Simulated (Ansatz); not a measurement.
# C₃H₇Al, SMILES C1[CH2][AlH][CH2]1: a ladder of methods at one geometry

Computed with Ansatz 0.2.0, Python API.

At the Python prompt:
```pycon
>>> from pathlib import Path
>>> import warnings
>>> import ansatz as az
>>> import numpy as np
>>> GEOMETRY = """
... C     0.16630    0.68940   -0.61760
... C    -0.70880    0.67190    0.65060
... Al   -0.39920   -1.26200    0.91710
... C     0.60990   -0.71470   -0.75970
... H     1.00470    1.38980   -0.52620
... H    -0.50170    1.07150   -1.49650
... H    -0.25000    1.30760    1.46300
... H    -1.74020    0.90880    0.46110
... H     0.16850   -2.05370    2.24410
... H     1.64020   -0.85370   -0.68920
... H     0.07580   -1.21190   -1.62610
... """
>>> warnings.simplefilter("ignore", az.DeckWarning)
>>> geometry = az.Crystal.molecule()
>>> for line in GEOMETRY.strip().splitlines():
...     symbol, *xyz = line.split()
...     geometry = geometry.atom(symbol, [float(v) for v in xyz])
...
>>> calc = geometry.calculation().basis(gaussian="cc-pVDZ")
>>> print("functional    E (Ha)        dipole (D)   HOMO (eV)  LUMO (eV)")
functional    E (Ha)        dipole (D)   HOMO (eV)  LUMO (eV)
>>> for name in ["blyp", "hse06", "hf", "pbe0", "r2scan0"]:
...     data = calc.functional(name).forces().orbitals().run(threads=1, runs_dir="runs").report
...     lines = Path(data["orbitals_path"]).read_text().splitlines()
...     field_of = lambda key: [line.split("=")[1].strip() for line in lines if line.startswith(key)]
...     orbitals = [(27.211386 * float(e), s, float(n)) for e, s, n in zip(field_of("Ene="), field_of("Spin="), field_of("Occup="))]
...     homo = max(e for e, _, n in orbitals if n > 0.5)
...     lumo = min(e for e, _, n in orbitals if n < 0.5)
...     dipole = 4.803205 * np.linalg.norm(data["charge_distribution"]["dipole_moment_e_ang"])
...     print(f"{name:10s} {data['free_energy_ev'] / 27.211386246:14.6f} {dipole:9.3f} {homo:11.3f} {lumo:10.3f}")
...
blyp          -360.802084     1.319      -4.834     -2.643
hse06         -360.611133     1.539      -5.712     -2.390
hf            -359.514625     2.088      -8.795      0.636
pbe0          -360.624589     1.545      -6.111     -2.020
r2scan0       -360.768302     1.652      -6.255     -1.901
```

Reading the output:
- Total energies depend on the basis set; only differences at equal settings carry meaning.
- The geometry is a force-field or estimated start, not a minimum of this method, and the basis set is short of its limit. A lower total doesn't mark the better method: functionals have no common bound, and MP2 and coupled cluster aren't variational.
- Levels such as HOMO and LUMO are orbital energies: with these approximate functionals they aren't the ionisation energy and electron affinity, and their gap isn't the fundamental gap.
- For Al to Cl the sets with a tight d function, cc-pV(X+d)Z, are usual.
- hse06 follows the composition of plane-wave codes, whose totals differ by tens of mHa, up to about 0.1 Ha, from the form usual in Gaussian-basis programs (wpbeh).
- Finished in 22 s on 1 thread of Arm Neoverse V1, with other jobs on the host, peak memory 0.26 GiB.

(Lines on the test bed's own set-up are left out of the output.)
